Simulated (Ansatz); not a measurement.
# GaSi16: the cost of one run

Method: DFT PBE, plane waves, PAW, scalar-relativistic, collinear spin, in Ansatz 0.2.0.

## (1) The starting structure

The cell holds 17 atoms (GaSi16): a = 7.679 Å, b = 7.679 Å, c = 7.679 Å, α = 60.00°, β = 60.00°, γ = 60.00°.

As a file:

```cif
data_structure
_symmetry_space_group_name_H-M 'P 1'
_symmetry_Int_Tables_number 1
_cell_length_a 7.6792
_cell_length_b 7.6792
_cell_length_c 7.6792
_cell_angle_alpha 60.000
_cell_angle_beta 60.000
_cell_angle_gamma 60.000
_cell_volume 320.21
loop_
_atom_site_label
_atom_site_type_symbol
_atom_site_fract_x
_atom_site_fract_y
_atom_site_fract_z
_atom_site_occupancy
Si1 Si 0.00000 0.00000 0.00000 1
Si2 Si 0.12500 0.12500 0.12500 1
Si3 Si 0.00000 0.00000 0.50000 1
Si4 Si 0.12500 0.12500 0.62500 1
Si5 Si 0.00000 0.50000 0.00000 1
Si6 Si 0.12500 0.62500 0.12500 1
Si7 Si 0.00000 0.50000 0.50000 1
Si8 Si 0.12500 0.62500 0.62500 1
Si9 Si 0.50000 0.00000 0.00000 1
Si10 Si 0.62500 0.12500 0.12500 1
Si11 Si 0.50000 0.00000 0.50000 1
Si12 Si 0.62500 0.12500 0.62500 1
Si13 Si 0.50000 0.50000 0.00000 1
Si14 Si 0.62500 0.62500 0.12500 1
Si15 Si 0.50000 0.50000 0.50000 1
Si16 Si 0.62500 0.62500 0.62500 1
Ga1 Ga 0.37349 0.37806 0.87468 1
```

## (2) Relaxing the start

Contents of input.yaml:

```yaml
crystal:
  lattice:
    - [0.0, 5.43, 5.43]
    - [5.43, 0.0, 5.43]
    - [5.43, 5.43, 0.0]
  atoms:
    - { symbol: Si, position: [0.0, 0.0, 0.0] }
    - { symbol: Si, position: [0.125, 0.125, 0.125] }
    - { symbol: Si, position: [0.0, 0.0, 0.5] }
    - { symbol: Si, position: [0.125, 0.125, 0.625] }
    - { symbol: Si, position: [0.0, 0.5, 0.0] }
    - { symbol: Si, position: [0.125, 0.625, 0.125] }
    - { symbol: Si, position: [0.0, 0.5, 0.5] }
    - { symbol: Si, position: [0.125, 0.625, 0.625] }
    - { symbol: Si, position: [0.5, 0.0, 0.0] }
    - { symbol: Si, position: [0.625, 0.125, 0.125] }
    - { symbol: Si, position: [0.5, 0.0, 0.5] }
    - { symbol: Si, position: [0.625, 0.125, 0.625] }
    - { symbol: Si, position: [0.5, 0.5, 0.0] }
    - { symbol: Si, position: [0.625, 0.625, 0.125] }
    - { symbol: Si, position: [0.5, 0.5, 0.5] }
    - { symbol: Si, position: [0.625, 0.625, 0.625] }
    - { symbol: Ga, position: [0.3734864, 0.3780623, 0.8746827], spin: 1.0 }
magnetization:
  spin_polarized: true
basis:
  ecutwfc: 420.0
kpoints:
  mp_grid: { grid: [2, 2, 2] }
hamiltonian:
  xc: pbe
  pseudopotentials: { kind: paw, azcp: { folder: soft_1 } }
scf:
  occupations: { method: fermi_dirac, width: 0.02 }
  lower_state_search: "off"
relax:
  f_tol: 0.08
  max_steps: 25
  adjacent_minimum: "off"
```

On the command line:

```console
$ ansatz run input.yaml --threads 2 --pin off --max-ram 5120MiB --backend cpu --events-out ev --progress --plain --runs-dir out
```

What time and memory should one allow on 2 threads of Arm Neoverse V2, shared host?

About 37 s, with a peak of 0.73 GiB.
